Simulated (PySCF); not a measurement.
# Ways to converge the SCF of AlTe

Aim: find out which solver settings change the answer for AlTe.

Computed with PySCF 2.14.0. Level: method and basis as typed in the scripts.

2 further runs of the same task are left out: 2 for a known fault of the program.

### 1 Where the work starts

AlTe: 2 atoms, charge 0, spin multiplicity 2.

Bond lengths: Al1–Te2 2.515 Å.

### 2 The run that the others are compared with

input.py

```python
from pyscf import gto, scf, mcscf

mol = gto.M(
    atom='Al 0 0 0; Te 0 0 2.515',
    basis='def2-svp',
    ecp={'Te': 'def2-svp'},
    charge=0,
    spin=1,
    verbose=4,
)
mf = scf.ROHF(mol)
mf.kernel()
mc = mcscf.CASCI(mf, 6, 5)
mc.kernel()
mc.analyze()
mf.dip_moment()
print('orbital energies (hartree):', mf.mo_energy[..., max(0, mol.nelec[1]-3):mol.nelec[0]+3].round(4))
```

Command:

```bash
python input.py
```

Its log is not repeated here.

Base result: E(SCF) = -508.838257 Eh, 14 cycles, E(CAS) − E(SCF) = -0.01375 Eh, μ = 4.43 D (of the SCF density).

The bond length is a typed value, not an optimised one.

### 3 Smearing width 0.05 hartree

Edit 1 changes smearing width: none → 0.05 hartree; step after the SCF: casci → none.

input.py

```python
from pyscf import gto, scf

mol = gto.M(
    atom='Al 0 0 0; Te 0 0 2.515',
    basis='def2-svp',
    ecp={'Te': 'def2-svp'},
    charge=0,
    spin=1,
    verbose=4,
)
mf = scf.ROHF(mol)
mf = scf.addons.smearing_(mf, sigma=0.05, method='fermi')
mf.kernel()
mf.dip_moment()
print('orbital energies (hartree):', mf.mo_energy[..., max(0, mol.nelec[1]-3):mol.nelec[0]+3].round(4))
```

Command:

```bash
python input.py
```

### 4 Convergence threshold 0.001 hartree

Edit 2 changes convergence threshold: default → 0.001 hartree.

Edit input.py of step 2 so:

```diff
@@ -11,2 +11,3 @@
 mf = scf.ROHF(mol)
+mf.conv_tol = 0.001
 mf.kernel()
```

### 5 Cycle limit 200

Edit 3 changes cycle limit: 50 → 200.

Edit input.py of step 2 so:

```diff
@@ -11,2 +11,3 @@
 mf = scf.ROHF(mol)
+mf.max_cycle = 200
 mf.kernel()
```

**Question.** What will these runs give? Wanted: for each run, E(SCF); from base; SCF dipole; after the SCF.

**Answer**, as computed:

```tsv
run	E(SCF) (hartree)	from base (eV)	cycles	SCF dipole (D)	after the SCF
base	-508.838257	0	14	4.43	CASCI correlation -0.374 eV
smearing width 0.05 hartree (poor choice)	-508.712917	not comparable	16	2.26	n/a
convergence threshold 0.001 hartree	-508.838214	not comparable	7	4.38	CASCI correlation -0.380 eV
cycle limit 200	-508.838257	0.0000	14	4.43	CASCI correlation -0.374 eV
```

Distance from each run's final energy (log10 hartree) by cycle:

```tsv
run	cycle 1	cycle 2	cycle 3	cycle 5	cycle 8	cycle 12
base	0.1	0.5	0.1	-2.0	-4.5	-7.4
smearing width 0.05 hartree (poor choice)	0.1	0.4	-0.5	-2.3	-4.0	-6.7
convergence threshold 0.001 hartree	0.1	0.5	0.1	-2.0	done	done
cycle limit 200	0.1	0.5	0.1	-2.0	-4.5	-7.4
```

No change of the SCF energy comes from cycle limit 200. Rows marked «poor choice» come from settings spoiled on purpose.
